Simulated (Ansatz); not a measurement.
# MnCH2 (sextet): the correlation ladder at distance Mn1–C2 = 2.251 Å, def2-SVP

How much of the correlation energy of MnCH2 (sextet) does each wave-function method recover here?

The runs use Ansatz 0.2.0, Gaussian basis; def2-SVP, core rule «outside noble gas», up to 10 orbitals frozen.

Plan: UHF; CCSD(T) on natural orbitals of UHF; CCSD(T) on UHF; CISD; CCSDT(Q) on natural orbitals of UHF; CCSDT(Q) on UHF; CASSCF and MRCISD+Q, 7 electrons in 7 orbitals; CASSCF and NEVPT2, 7 electrons in 7 orbitals.

19 further runs of the same task are left out: 2 for a mislabelled method, 1 for a known fault of the program, 13 that didn't finish, 3 set aside as unsound or not needed.

## 1. The geometry

The geometry derives from a PBE0/def2-TZVP stationary point (not a proven minimum). One bond is set to the value named and the two fragments are kept rigid.

4 atoms, charge 0, spin multiplicity 6.

Atoms are counted from 1 here; the program's logs count them from 0.

Bond lengths: Mn1–C2 2.251 Å, C2–H3 1.096 Å, C2–H4 1.096 Å. Angles: Mn1–C2–H3 125.6°, Mn1–C2–H4 125.6°, H3–C2–H4 108.7°.

## 2. UHF

in.yaml

```yaml
crystal:
  periodic: [false, false, false]
  atoms:
    - {symbol: Mn, position_ang: [0.000000, 0.000000, 0.476493]}
    - {symbol: C, position_ang: [0.000000, 0.000000, -1.774507]}
    - {symbol: H, position_ang: [0.000000, 0.890458, -2.413112]}
    - {symbol: H, position_ang: [0.000000, -0.890458, -2.413112]}
basis:
  gaussian: {orbitals: def2-SVP}
magnetization: {spin_polarized: true, initial_magnetization: 5}
hamiltonian: {xc: hf}
output: {orbitals: {seedname: orbitals}}
```

Command:

```bash
> ansatz run in.yaml --threads 1 --pin off --events-out ev --progress --plain --max-ram 2393MiB
```

Further steps of the session: CCSD(T) on natural orbitals of UHF; CCSD(T) on UHF; CISD; CCSDT(Q) on natural orbitals of UHF; CCSDT(Q) on UHF; CASSCF and MRCISD+Q, 7 electrons in 7 orbitals; CASSCF and NEVPT2, 7 electrons in 7 orbitals.

**Question.** What will the summary of the whole plan be? Wanted: UCCSDT(Q) below the RHF energy; RMP2 from UCCSDT(Q); UMP2 from UCCSDT(Q); RCCSD from UCCSDT(Q); RCCSD(T) from UCCSDT(Q); UCCSD(T) from UCCSDT(Q); RCCSDT(Q) from UCCSDT(Q); NEVPT2 pair from UCCSDT(Q); MRCISD+Q pair from UCCSDT(Q).

**Answer**, as computed:

| quantity | value |
| --- | --- |
| UCCSDT(Q) below the RHF energy | -8.7075 eV |
| RMP2 from UCCSDT(Q) | +158.4 kJ/mol |
| UMP2 from UCCSDT(Q) | +88.0 kJ/mol |
| RCCSD from UCCSDT(Q) | +26.8 kJ/mol |
| RCCSD(T) from UCCSDT(Q) | +7.1 kJ/mol |
| UCCSD(T) from UCCSDT(Q) | +4.7 kJ/mol |
| RCCSDT(Q) from UCCSDT(Q) | -0.6 kJ/mol |
| NEVPT2 pair from UCCSDT(Q) | +107.9 kJ/mol |
| MRCISD+Q pair from UCCSDT(Q) | +10.2 kJ/mol |
| levels within 1 kcal/mol (43 meV) | RCCSDT, UCCSDT, RCCSDT(Q) |
| T1 diagnostic | 0.216 |

RCCSD(T) lands +7.1 kJ/mol from the yardstick (0.8 % of the correlation energy). CCSD(T) misses by +7.1 kJ/mol on the restricted determinant and by +4.7 kJ/mol on the unrestricted one; the two need not hold the same state or core. Of the multireference levels listed MRCISD+Q pair comes nearest in total energy (+10.2 kJ/mol), which doesn't show that its space is the better one. Coupled cluster took another determinant than the lowest Hartree-Fock one. These misses are within one basis, not against nature; the frozen cores of restricted and unrestricted runs differ, which can shift their rows.
